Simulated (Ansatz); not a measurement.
# LuHg: stress in a strained cell

Aim: deform LuHg (equal xy, yz and zx engineering shear strains of -2 %) and compute stress, forces and field gradients with LAPW, PAW and all-electron datasets made for the crystal.

Method: DFT LDA, scalar-relativistic, in Ansatz 0.2.0.

## Step 1: The structure to begin with

Symmetry: Pm-3m, No. 221, cubic system. Conventional cell: a = 3.607 Å, b = 3.607 Å, c = 3.607 Å, α = 90.00°, β = 90.00°, γ = 90.00°. Lu (site symmetry m-3m) has 8 Hg at 3.12 Å as nearest neighbours. Hg (site symmetry m-3m) has 8 Lu at 3.12 Å as nearest neighbours.

Structure file:

```
CELL_PARAMETERS angstrom
3.60700 0.00000 0.00000
0.00000 3.60700 0.00000
0.00000 0.00000 3.60700
ATOMIC_POSITIONS crystal
Lu 0.50000 0.50000 0.50000
Hg 0.00000 0.00000 0.00000
```

Atoms are numbered in the order of the input: Lu1, Hg2.

## Step 2: The deformed structure

Space group Pm-3m before, R-3m after.

## Step 3: Full-potential LAPW

input.yaml

```yaml
crystal:
  lattice:
    - [3.607, -0.03607, -0.03607]
    - [-0.03607, 3.607, -0.03607]
    - [-0.03607, -0.03607, 3.607]
  atoms:
    - { symbol: Lu, position: [0.5, 0.5, 0.5] }
    - { symbol: Hg, position: [0.0, 0.0, 0.0] }
kpoints:
  mp_grid: { grid: [10, 10, 10] }
  band_path:
    path:
      - [0.0, 0.0, 0.0]
      - [0.5, 0.0, 0.0]
      - [0.5, -0.5, 0.5]
      - [0.4804921086, -0.5195078914, 0.4804921086]
      - [0.4804921086, 0.4804921086, 0.4804921086]
      - [0.0, 0.0, 0.0]
      - [0.5, -0.5, 0.0]
    npoints: 5
scf:
  occupations: { method: fermi_dirac, width: 0.05 }
hamiltonian:
  xc: lda
  pseudopotentials: { kind: all_electron, lapw: { basis_error: 0.00025 } }
output:
  forces: true
  stress: true
  eigenvalues: true
```

On the command line:

```
ansatz run input.yaml --threads 1 --pin off --max-ram 3072MiB --backend cpu --events-out ev --progress --plain --runs-dir out
```

## Step 4: PAW on the default files

input.yaml

```yaml
crystal:
  lattice:
    - [3.607, -0.03607, -0.03607]
    - [-0.03607, 3.607, -0.03607]
    - [-0.03607, -0.03607, 3.607]
  atoms:
    - { symbol: Lu, position: [0.5, 0.5, 0.5] }
    - { symbol: Hg, position: [0.0, 0.0, 0.0] }
kpoints:
  mp_grid: { grid: [10, 10, 10] }
scf:
  occupations: { method: fermi_dirac, width: 0.05 }
hamiltonian:
  xc: lda
  pseudopotentials: { kind: paw }
output:
  forces: true
  stress: true
  eigenvalues: true
  efg: { contact_densities: true }
```

## Step 5: All-electron PAW on datasets made for the crystal

input.yaml: that of step 4 with these lines changed.

```diff
@@ -14,3 +14,3 @@
   xc: lda
-  pseudopotentials: { kind: paw }
+  pseudopotentials: { kind: all_electron, datasets: crystal }
 output:
```

(Steps that only read results are left out.)

Q: Predict the outcome of this session. Wanted: pressure; largest shear or deviatoric stress.

As calculated:

| quantity | value |
| --- | --- |
| pressure | LAPW -4.06, PAW -4.07, crystal datasets -4.06 GPa |
| largest shear or deviatoric stress (LAPW) | 0.92 GPa |

**Reading.** The largest part of the stress beyond the pressure is 0.92 GPa in size; the atoms are carried along and not relaxed. No run of the undeformed cell stands beside it, so the pressure holds what the given cell had before the change. PAW: stress within 0.01 GPa of LAPW. Crystal datasets: stress within 0.01 GPa of LAPW. Spin-orbit coupling is left out, though the cell holds Hg; in elements this heavy it can shift bands and gaps by tenths of an eV.
